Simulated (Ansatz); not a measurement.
**wB97X/def2-SVP run of C3H7Br (1-bromopropane)**

What is the vertical singlet–triplet gap of C3H7Br (1-bromopropane) at wB97X/def2-SVP? 

Program for the calculation: Ansatz 0.2.0.

55 further runs of the same task are left out: 55 set aside as unsound or not needed.

### 1 The system as given

The species is C3H7Br (11 atoms), meant as a singlet with charge 0. SMILES: `CCCBr`. The shape is that of a PBE0-D4/def2-TZVP optimisation. This is one conformer, not always the lowest.

Bond lengths: C1–C2 1.517 Å, C2–C3 1.510 Å, C3–Br4 1.953 Å, C1–H5 1.092 Å, C1–H6 1.092 Å, C1–H7 1.093 Å, C2–H8 1.094 Å, C2–H9 1.098 Å, C3–H10 1.089 Å, C3–H11 1.088 Å. Some angles: C1–C2–C3 114.2°, C2–C3–Br4 112.5°, C1–C2–H8 110.4°, C1–C2–H9 109.7°, C3–C2–H8 109.3°, C3–C2–H9 106.4°, C2–C1–H5 111.0°, C2–C1–H6 110.9°, C2–C1–H7 111.1°, C2–C3–H10 112.1°.

### 2 A single-point energy at wB97X/def2-SVP

Contents of run.yaml:

```yaml
crystal:
  periodic: [false, false, false]
  atoms:
    - {symbol: C, position_ang: [-0.555400, 1.176300, 0.174600]}
    - {symbol: C, position_ang: [-0.232700, -0.258200, 0.548300]}
    - {symbol: C, position_ang: [0.751200, -0.933400, -0.376500]}
    - {symbol: Br, position_ang: [0.042600, -1.165200, -2.181600]}
    - {symbol: H, position_ang: [-1.020500, 1.228900, -0.811600]}
    - {symbol: H, position_ang: [-1.242800, 1.621500, 0.896400]}
    - {symbol: H, position_ang: [0.349400, 1.789900, 0.151000]}
    - {symbol: H, position_ang: [-1.148000, -0.854800, 0.598800]}
    - {symbol: H, position_ang: [0.212600, -0.288200, 1.551000]}
    - {symbol: H, position_ang: [1.664500, -0.352300, -0.499500]}
    - {symbol: H, position_ang: [1.004600, -1.937400, -0.042700]}
basis:
  gaussian: {orbitals: def2-SVP}
hamiltonian: {xc: {name: wB97X}}
accuracy: high
output: {orbitals: {seedname: orbitals}}
```

The run is started by

```bash
$ ansatz run run.yaml --threads 1 --pin off --max-ram 3480MiB --events-out events.jsonl --progress --plain --runs-dir runs
```

Log:

```text
Warning: RAYON_NUM_THREADS=1 ignored (pool sized by the plan → 1); use --threads N
Functional definition: wB97X
  name "wB97X"
  parameter omega = 0.3/bohr
  parameter cx = 0.157706
  parameter cx1 = 0.726479
  parameter cx2 = 1.04760
  parameter cx3 = -5.70635
  parameter cx4 = 13.2794
  parameter css1 = -4.33879
  parameter css2 = 18.2308
  parameter css3 = -31.7430
  parameter css4 = 17.2901
  parameter cos1 = 2.37031
  parameter cos2 = -11.3995
  parameter cos3 = 6.58405
  parameter cos4 = -3.78132
  exchange = spin_sum(e_x_unif_sr(omega)*poly(b97_u_x, 1 - cx, cx1, cx2, cx3, cx4)) + cx*exact_x_sr(omega)
      + exact_x_lr(omega)
  correlation = spin_sum(e_c_pw_same_spin*poly(b97_u_same, 1, css1, css2, css3, css4))
      + integral(e_c_pw_opposite_spin*poly(b97_u_opposite, 1, cos1, cos2, cos3, cos4))
2527 factors; integrals over basis functions are off by at most 4.7e-9 eV
391 factors; integrals over basis functions are off by at most 2.4e-9 eV
mean field evaluation 1: about -73258.8278 eV, gradient 2.9e1 eV
mean field evaluation 2: about -73259.9865 eV, gradient 2.0e1 eV
mean field evaluation 4: about -73260.9195 eV, gradient 8.6e-1 eV
mean field evaluation 8: about -73261.0728 eV, gradient 5.6e-2 eV
mean field evaluation 16: about -73261.0728 eV, gradient 2.1e-5 eV
mean field -73261.07279313 eV, -2692.2947670089 hartree, gradient 4.4e-8 eV, S^2 0.000000; 0 other end points of the search recorded, 0 dependent functions left out
reference -73261.07279033 eV, -2692.2947669061 hartree; 30, 30 occupied and 79, 79 virtual orbitals, 2527 factors
Total energy: -73261.07279033 eV, -2692.2947669061 hartree
```

Wall time 27 s (1 thread of AMD EPYC 9R14 (Zen 4), shared host); peak memory 0.71 GiB.

### 3 The triplet, same level

Contents of molecule.yaml:

```yaml
crystal:
  periodic: [false, false, false]
  atoms:
    - symbol: C
      position_ang: [-0.555400, 1.176300, 0.174600]
    - symbol: C
      position_ang: [-0.232700, -0.258200, 0.548300]
    - symbol: C
      position_ang: [0.751200, -0.933400, -0.376500]
    - symbol: Br
      position_ang: [0.042600, -1.165200, -2.181600]
    - symbol: H
      position_ang: [-1.020500, 1.228900, -0.811600]
    - symbol: H
      position_ang: [-1.242800, 1.621500, 0.896400]
    - symbol: H
      position_ang: [0.349400, 1.789900, 0.151000]
    - symbol: H
      position_ang: [-1.148000, -0.854800, 0.598800]
    - symbol: H
      position_ang: [0.212600, -0.288200, 1.551000]
    - symbol: H
      position_ang: [1.664500, -0.352300, -0.499500]
    - symbol: H
      position_ang: [1.004600, -1.937400, -0.042700]
basis:
  gaussian:
    orbitals: def2-SVP
total_charge: 0
magnetization:
  spin_polarized: true
  initial_magnetization: 2
hamiltonian:
  xc: {name: wB97X}
accuracy: high
output:
  orbitals: {seedname: orbitals}
```

The run is started by

```bash
$ ansatz run molecule.yaml --threads 1 --pin off --max-ram 3480MiB --events-out events.jsonl --progress --plain --runs-dir runs
```

Log:

```text
Warning: RAYON_NUM_THREADS=1 ignored (pool sized by the plan → 1); use --threads N
[... 17 set-up lines as earlier in the session ...]
      + exact_x_lr(omega)
[... 1 set-up line as earlier in the session ...]
      + integral(e_c_pw_opposite_spin*poly(b97_u_opposite, 1, cos1, cos2, cos3, cos4))
2527 factors; integrals over basis functions are off by at most 4.7e-9 eV
391 factors; integrals over basis functions are off by at most 2.4e-9 eV
mean field evaluation 1: about -73251.3627 eV, gradient 2.6e1 eV
mean field evaluation 2: about -73252.8218 eV, gradient 2.1e1 eV
mean field evaluation 4: about -73254.8887 eV, gradient 8.5e-1 eV
mean field evaluation 8: about -73255.0692 eV, gradient 1.5e-1 eV
mean field evaluation 16: about -73255.0703 eV, gradient 8.7e-3 eV
mean field evaluation 32: about -73255.0350 eV, gradient 1.4e-1 eV
mean field -73255.07048845 eV, -2692.0741863803 hartree, gradient 1.5e-8 eV, S^2 2.005277; 2 other end points of the search recorded, 0 dependent functions left out
reference -73255.07048577 eV, -2692.0741862820 hartree; 31, 29 occupied and 78, 80 virtual orbitals, 2527 factors
Total energy: -73255.07048577 eV, -2692.0741862820 hartree
```

It took 2.1 min on 1 thread of AMD EPYC 9R14 (Zen 4), shared host; peak memory 1.2 GiB.

### 4 Results

Level: wB97X/def2-SVP.

```
                                        quantity           value
                           singlet: total energy  -2692.29477 Eh
                            singlet: HOMO energy       -10.05 eV
                            singlet: LUMO energy         2.77 eV
                          singlet: HOMO–LUMO gap        12.82 eV
                           triplet: total energy  -2692.07419 Eh
     triplet: HOMO energy (highest over α and β)        -4.26 eV
      triplet: LUMO energy (lowest over α and β)        -3.53 eV
                                   triplet: ⟨S²⟩           2.005
vertical energy of the triplet above the singlet        6.002 eV
```

In words: At this shape the triplet lies 6.00 eV (138 kcal/mol) above the singlet.
